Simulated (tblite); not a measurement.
# C4H8OSSi3: the cost of one run

Programs: tblite 0.8.0 and PySCF 2.14.0, with density-fitted response routines of our own. Each step states its level of theory. These are calculated values for one molecule in the gas phase, unless marked as measured. Atoms are numbered from 0 throughout.

## (1) The molecule as given

17 atoms, charge 0, multiplicity 1; geometry from: force field or distance geometry start.

Bonds of the start (Å): C0–C1 1.35, C1–S2 1.85, S2–C3 1.91, C3–Si4 1.81, Si4–Si5 2.22, Si5–O6 1.73, O6–Si7 1.70, C3–C8 1.36, C8–C0 1.34, Si7–Si4 2.24, C0–H9 1.13, C1–H10 1.08, Si4–H11 1.47, Si5–H12 1.49, Si5–H13 1.47, Si7–H14 1.45, Si7–H15 1.49, C8–H16 1.14.

## (2) Relaxing the molecule with GFN2-xTB

The job: settings as JSON, then the geometry in Å.

```
{"job": {"kind": "relax", "xc": "GFN2-xTB", "basis": "xTB"}, "charge": 0, "multiplicity": 1}
C      2.733000     0.730700     0.445500
C      3.444400    -0.409200     0.364700
S      2.237300    -1.665000    -0.248500
C      0.823800    -0.384100    -0.344800
Si    -0.899200    -0.621600    -0.852300
Si    -2.344300    -1.252900     0.703400
O     -3.215200     0.219000     0.468700
Si    -2.244200     1.145900    -0.577700
C      1.439800     0.741500     0.098400
H      3.232400     1.670800     0.811000
H      4.484200    -0.555800     0.622900
H     -1.104700    -1.241500    -2.169200
H     -1.733900    -1.327700     2.062800
H     -3.117100    -2.439300     0.312200
H     -1.599200     2.315300    -0.012700
H     -2.969700     1.390800    -1.851200
H      0.825700     1.695000     0.156700
```

Started as:

```
$ OMP_NUM_THREADS=1 python probes_run.py task.json out
```

This one command runs all jobs of the session in turn.

Q: Estimate the wall time and peak memory of this first job on 1 thread of Arm Neoverse N1, shared host.

About 3.2 s, with a peak of 0.18 GiB.
